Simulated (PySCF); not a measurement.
**MgCd: from the state search to spectroscopic constants**

One job finds the state of MgCd, follows it along the bond with each method and fits the curves.

The runs use PySCF 2.14.0; Mg cc-pVDZ, Cd cc-pVDZ-PP with ECP28, scalar-relativistic core potentials.

## (1) Set-up

The job is set up so:

```yaml
atoms: Mg, Cd
charge: 0
basis: Mg cc-pVDZ, Cd cc-pVDZ-PP with ECP28
Hamiltonian: scalar-relativistic core potentials
basis_functions: 56
electrons_treated: 32
masses_in_u: 23.9850, 113.9034
levels: PBE0, PBE, r²SCAN, M06-L, M06, B3LYP, HF, MP2, SCS-MP2, CCSD, CCSD(T)
grid: 80 radial by 434 angular points
occupations: held fixed by the projection of orbital angular momentum
dissociation_limit: Mg + Cd, each in its ground configuration
starting_distance_in_angstrom: 2.755
values_of_2S_to_try: 0, 2
```

Run with:

```bash
OMP_NUM_THREADS=1 python dia.py task.json out
```

The runs that follow: PBE0 along the bond; Excited determinants; PBE; r²SCAN (meta-GGA); M06-L (meta-GGA); M06 (hybrid meta-GGA); B3LYP (global hybrid GGA); RHF (mean field); Correlated methods on the Hartree–Fock reference.

Q: Predict the outcome of this session. Wanted: for each run, Re; ωe; De; μ.

The runs gave:

Lowest PBE0 solution found, without spin–orbit coupling: ¹Σ⁺ (singlet), closed shell. The other levels ran on it alone.

```tsv
level	Re (Å)	ωe (cm⁻¹)	De (eV)	μ (D)
RHF-MP2	4.196	22.4	0.030	n/a
PBE	3.430	73.8	0.112	-0.17
r²SCAN	3.372	78.9	0.105	-0.24
M06-L	3.465	63.4	0.113	-0.15
B3LYP	3.866	34.6	0.013	-0.17
PBE0	3.528	65.1	0.086	-0.09
M06	3.442	74.1	0.154	-0.48
```

De is counted to Mg + Cd in their ground configurations. A positive dipole means Mg(−)Cd(+). No constants: RHF (no minimum is bracketed among the points kept); RHF-SCS-MP2 (no minimum is bracketed among the points kept); RHF-CCSD (no minimum is bracketed among the points kept); RHF-CCSD(T) (no minimum is bracketed among the points kept).

The methods spread over 0.824 Å in bond length, from r²SCAN to RHF-MP2. Of the levels with a De here, B3LYP gives the least (0.013 eV) and M06 the most (0.154 eV).

Correlated steps freeze 1 core orbital. The bond is weak, and basis-set superposition, which was not computed, may be a sizeable part of it. Spin–orbit coupling is left out.
